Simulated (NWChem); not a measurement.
**CH2BrCl (bromochloromethane): B3LYP/6-31G(d) (Cartesian functions)**

Aim: the vertical ionisation energy of CH2BrCl (bromochloromethane) at B3LYP/6-31G* (Cartesian functions), from 2 runs. 

The results are computed with NWChem 7.3.0.

3 further runs of the same task are left out: 1 that didn't finish, 2 set aside as unsound or not needed. Runs told in other sessions of the task aren't counted.

## 1. The molecule

CH2BrCl: 5 atoms, total charge 0, spin state singlet. SMILES: `ClCBr`. The shape is that of a PBE0-D4/def2-TZVP optimisation.

Bond lengths: Cl1–C2 1.755 Å, C2–Br3 1.930 Å, C2–H4 1.085 Å, C2–H5 1.085 Å. Angles: Cl1–C2–Br3 113.3°, Cl1–C2–H4 108.8°, Cl1–C2–H5 108.8°, Br3–C2–H4 107.1°, Br3–C2–H5 107.1°, H4–C2–H5 111.8°.

## 2. Energy and gradient at B3LYP/6-31G(d) (Cartesian functions)

The input, run.py:

```python
from ase import Atoms
from ase.calculators.nwchem import NWChem

molecule = Atoms('ClCBrHH', positions=[
    [-1.615160, 0.158590, 0.518920],
    [0.000480, 0.049280, -0.158560],
    [1.312450, -0.602100, 1.097990],
    [0.318120, 1.039590, -0.466820],
    [-0.015900, -0.645360, -0.991530],
])

calc = NWChem(
    label='ch2brcl',
    theory='dft',
    memory='2200 mb',
    basis='6-31G*',
    dft={'xc': 'b3lyp', 'mult': '1', 'grid': 'xfine', 'convergence': 'energy 1e-08', 'iterations': '100', 'mulliken': None},
)
molecule.calc = calc

forces = molecule.get_forces()
print(f"energy = {molecule.get_potential_energy():.6f} eV")
print("forces (eV/A):")
for s, f in zip(molecule.symbols, forces):
    print(f"{s:2s} {f[0]:10.5f} {f[1]:10.5f} {f[2]:10.5f}")
print("dipole (e A):", molecule.get_dipole_moment().round(4))
```

Command:

```
export ASE_NWCHEM_COMMAND="nwchem PREFIX.nwi > PREFIX.nwo"
python run.py
```

Log:

```text
energy = -83630.969239 eV
forces (eV/A):
Cl   -0.68016    0.06680    0.21839
C     0.13956    0.10413   -0.42315
Br    0.49339   -0.21962    0.39117
H     0.03080    0.06063   -0.08192
H     0.01640   -0.01198   -0.10449
dipole (e A): [ 0.0678  0.0927 -0.3409]
```

The calculator wrote ch2brcl.nwi:

```
title "ch2brcl"

permanent_dir ch2brcl

scratch_dir ch2brcl

start ch2brcl

geometry units angstrom nocenter noautosym noautoz
  Cl -1.6151599999999999e+00 1.5859000000000001e-01 5.1892000000000005e-01
  C  4.8000000000000001e-04 4.9279999999999997e-02 -1.5856000000000001e-01
  Br 1.3124499999999999e+00 -6.0209999999999997e-01 1.0979900000000000e+00
  H  3.1812000000000001e-01 1.0395900000000000e+00 -4.6682000000000001e-01
  H  -1.5900000000000001e-02 -6.4536000000000004e-01 -9.9153000000000002e-01
end

memory 2200 mb

basis noprint
   * library 6-31G*
end

dft
  xc b3lyp
  mult 1
  grid xfine
  convergence energy 1e-08
  iterations 100
  mulliken
end

task dft gradient
```

ch2brcl.nwo:

```text
Northwest Computational Chemistry Package (NWChem) 7.3.0
             --------------------------------------------------------

           Job information
           ---------------

    nwchem branch   = 7.3.0
    use scalapack   = T
    input           = ch2brcl.nwi
    prefix          = ch2brcl.
    data base       = ch2brcl/ch2brcl.db
    status          = startup
    nproc           =        1

           Memory information
           ------------------

    heap     =     72089596 doubles =      550.0 Mbytes
    stack    =     72089601 doubles =      550.0 Mbytes
    global   =    144179200 doubles =     1100.0 Mbytes (distinct from heap & stack)
    total    =    288358397 doubles =     2200.0 Mbytes
    verify   = yes
    hardfail = no

           Directory information
           ---------------------

  0 permanent = ch2brcl
  0 scratch   = ch2brcl

[... 94 lines left out ...]
  convergence criterion.
[... 17 lines left out ...]
          Convergence on gradient requested:  5.00D-04
[... 27 lines left out ...]
          Convergence aids based upon iterative change in
[... 28 lines left out ...]
 1-e energy   =   -4705.160575
[... 48 lines left out ...]
         Total DFT energy =    -3073.381457464954
[... 2 lines left out ...]
    Exchange-Corr. energy =     -125.717244803491
[... 581 lines left out ...]
          Convergence on energy requested:  1.00D-08
[... 25 lines left out ...]
          Spatial weights used:  Erf1
[... 4 lines left out ...]
          total energy or number of iterations.
[... 21 lines left out ...]
                                      ch2brcl

  charge          =   0.00
  wavefunction    = closed shell

                         DFT ENERGY GRADIENTS

    atom               coordinates                        gradient
                 x          y          z           x          y          z
   1 Cl     -3.052210   0.299692   0.980617    0.013227  -0.001299  -0.004247
   2 C       0.000907   0.093126  -0.299635   -0.002714  -0.002025   0.008229
   3 Br      2.480171  -1.137804   2.074900   -0.009595   0.004271  -0.007607
   4 H       0.601160   1.964540  -0.882162   -0.000599  -0.001179   0.001593
   5 H      -0.030047  -1.219554  -1.873720   -0.000319   0.000233   0.002032

                 ----------------------------------------
                 |  Time  |  1-e(secs)   |  2-e(secs)   |
                 ----------------------------------------
                 |  CPU   |       0.00   |       5.12   |
                 ----------------------------------------
                 |  WALL  |       0.00   |       5.12   |
                 ----------------------------------------

 Task  times  cpu:       16.9s     wall:       16.9s
 Total times  cpu:       17.0s     wall:       17.0s
```

It took 18 s on 1 thread of Intel Xeon 6975P-C (Granite Rapids), shared host; peak memory 0.13 GiB.

## 3. The doublet cation: the energy at UB3LYP/6-31G(d) (Cartesian functions)

The input, ch2brcl.nw:

```
echo
start ch2brcl
memory 2200 mb
charge 1

geometry units angstroms noautosym nocenter noautoz
   Cl      -1.615160       0.158590       0.518920
   C        0.000480       0.049280      -0.158560
   Br       1.312450      -0.602100       1.097990
   H        0.318120       1.039590      -0.466820
   H       -0.015900      -0.645360      -0.991530
end

basis
   * library 6-31G*
end

dft
   xc b3lyp
   mult 2
   grid xfine
   convergence energy 1e-08
   iterations 100
   mulliken
   noprint "final vectors analysis"
end

task dft
```

Command:

```
nwchem ch2brcl.nw > ch2brcl.out
```

Log:

```text
[...]
          Wavefunction type:  spin polarized.
          No. of atoms     :     5
          No. of electrons :    59
[...]
          Charge           :     1
          Spin multiplicity:     2
[...]
          AO basis - number of functions:    73
[...]
              XC Information
              --------------
                         B3LYP Method XC Potential
                     Hartree-Fock (Exact) Exchange  0.200
                        Slater Exchange Functional  0.800 local
                    Becke 1988 Exchange Functional  0.720 non-local
              Lee-Yang-Parr Correlation Functional  0.810
                  VWN I RPA Correlation Functional  0.190 local
[...]
 d= 0,ls=0.0,diis     1  -3072.5693342406 -3.29D+03  2.51D-02  2.87D+00     2.4
[...]
 d= 0,ls=0.0,diis    15  -3072.9906705941 -1.22D-09  9.41D-08  1.79D-11    29.6
[...]
         Total DFT energy =    -3072.990670594095
      One electron energy =    -4689.954352762255
           Coulomb energy =     1522.970439275437
    Exchange-Corr. energy =     -125.363210005824
 Nuclear repulsion energy =      219.356452898547
[...]
      Total Density - Mulliken Population Analysis
     ---------------------------------------------
    Atom       Charge   Shell Charges
 -----------   ------   -------------------------------------------------------
    1 Cl  17    16.68   2.00  1.99  5.97  1.51  3.54  0.49  1.20 -0.01
    2 C    6     6.52   1.99  0.71  2.00  0.73  1.04  0.04
    3 Br  35    34.49   2.00  1.99  6.00  1.93  5.98  1.70  3.64  0.29  0.86  7.02  2.95  0.13
    4 H    1     0.65   0.49  0.16
    5 H    1     0.65   0.49  0.16
[...]
      <S2> =      0.7517 (Exact =     0.7500)
[...]
```

Wall time 30 s (1 thread of Intel Xeon 6975P-C (Granite Rapids), shared host); peak memory 0.13 GiB.

## 4. Outcome

At B3LYP/6-31G* (Cartesian functions):

```
                                          quantity           value
                     singlet CH2BrCl: total energy  -3073.38146 Eh
                    singlet CH2BrCl: dipole moment          1.73 D
                      singlet CH2BrCl: HOMO energy        -7.98 eV
                      singlet CH2BrCl: LUMO energy        -0.80 eV
                    singlet CH2BrCl: HOMO–LUMO gap         7.18 eV
         singlet CH2BrCl: largest force on an atom      0.717 eV/Å
                      doublet cation: total energy  -3072.99067 Eh
                              doublet cation: ⟨S²⟩           0.752
vertical ionisation energy (to the doublet cation)       10.634 eV
```

In words: Removing an electron at fixed nuclei costs 10.63 eV (245 kcal/mol). The largest force (singlet CH2BrCl) is 0.72 eV/Å: the shape isn't a stationary point for this species at this level. The negative HOMO energy of the first species, 7.98 eV, lies 2.65 eV below that difference. Mulliken charges (singlet CH2BrCl) run from -0.43 on C2 to +0.24 on H4.
